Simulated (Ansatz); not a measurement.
# InH3: up Jacob's ladder to CCSD(T)

The task here is to estimate one member of a computed series from the others.

The runs use Ansatz 0.2.0, Gaussian basis; functionals in def2-TZVPP, the program's frozen cores in correlated methods.

Plan: LDA (SPW92), PBE-D4, revPBE-D4, BLYP-D4, r2SCAN-D4, B97M-V, PBE0-D4, B3LYP-D4, r2SCANh-D4, r2SCAN0-D4, HSE06-D4, BHLYP-D4, CAM-B3LYP-D4, LC-ωPBE, ωB97X-V, ωB97M-V, B2PLYP, PBE-QIDH; CCSD(T)/def2-SVP; CCSD(T)/def2-TZVPP; CCSD(T)/def2-QZVPP; extrapolation to the limit; RPA on PBE.

## The geometry

The geometry comes from an earlier relaxation with PBE0-D4 in a triple-zeta def2 set; it is a stationary point. In takes the def2 core potential; no spin-orbit term is included.

SMILES `[InH3]`, 4 atoms, charge 0, spin multiplicity 1.

Atoms are counted from 1 here; the program's logs count them from 0.

Bond lengths: In1–H2 1.724 Å, In1–H3 1.724 Å, In1–H4 1.724 Å. Angles: H2–In1–H3 120.0°, H2–In1–H4 120.0°, H3–In1–H4 120.0°.

Coordinates:

```xyz
4
H3In
In    0.0139   -0.0151   -0.0051
H     0.4155    1.5160    0.6782
H    -1.0956   -0.1073   -1.3214
H     0.7218   -1.4540    0.6280
```

The first run:

File in.yaml:

```yaml
crystal:
  periodic: [false, false, false]
  atoms:
    - {symbol: In, position_ang: [0.013866, -0.015080, -0.005056]}
    - {symbol: H, position_ang: [0.415458, 1.515989, 0.678176]}
    - {symbol: H, position_ang: [-1.095589, -0.107258, -1.321445]}
    - {symbol: H, position_ang: [0.721766, -1.453951, 0.628025]}
basis:
  gaussian: {orbitals: def2-TZVPP}
hamiltonian: {xc: lda}
output: {orbitals: {seedname: orbitals}}
```

Command:

```sh
> ansatz run in.yaml --threads 2 --pin off --events-out ev --progress --plain --max-ram 32768MiB --backend cpu
```

Steps of the session up to this table: LDA; PBE-D4 (GGA); revPBE-D4 (GGA); BLYP-D4 (GGA); r2SCAN-D4 (meta-GGA); B97M-V (meta-GGA); PBE0-D4 (hybrid); B3LYP-D4 (hybrid); r2SCANh-D4 (hybrid); r2SCAN0-D4 (hybrid); HSE06-D4 (hybrid); BHLYP-D4 (hybrid); CAM-B3LYP-D4 (range-separated); LC-ωPBE (range-separated); ωB97X-V (range-separated); ωB97M-V (range-separated); B2PLYP (double hybrid); PBE-QIDH (double hybrid).

One table of the session follows, with a row left open; its other results are not shown here.

It belongs to the step «Orbital energies across the functionals». 

| functional | HOMO (eV) | LUMO (eV) | gap (eV) |
| --- | --- | --- | --- |
| LDA (SPW92) | -7.07 | -2.91 | 4.16 |
| PBE-D4 | -7.00 | -2.66 | 4.34 |
| revPBE-D4 | -6.96 | -2.55 | 4.41 |
| BLYP-D4 | -6.92 | -2.65 | 4.26 |
| r2SCAN-D4 | -7.29 | -2.32 | 4.97 |
| B97M-V | -7.37 | -2.65 | 4.72 |
| PBE0-D4 | -8.17 | -1.90 | 6.27 |
| B3LYP-D4 | -8.00 | -2.21 | 5.80 |
| r2SCANh-D4 | -7.72 | -2.07 | 5.65 |
| r2SCAN0-D4 | -8.36 | -1.70 | 6.66 |
| HSE06-D4 | -7.77 | -2.26 | 5.51 |
| BHLYP-D4 | -9.29 | -1.28 | 8.01 |
| CAM-B3LYP-D4 | ? | ? | ? |
| LC-ωPBE | -10.90 | 0.00 | 10.90 |
| ωB97X-V | -10.55 | -0.13 | 10.42 |
| ωB97M-V | -10.37 | -0.43 | 9.94 |

Q: Estimate the row for CAM-B3LYP-D4 from the others.

As computed: HOMO (eV): -9.55; LUMO (eV): -1.13; gap (eV): 8.42. In the column «HOMO (eV)» it lies between ωB97M-V (-10.37) and BHLYP-D4 (-9.29).
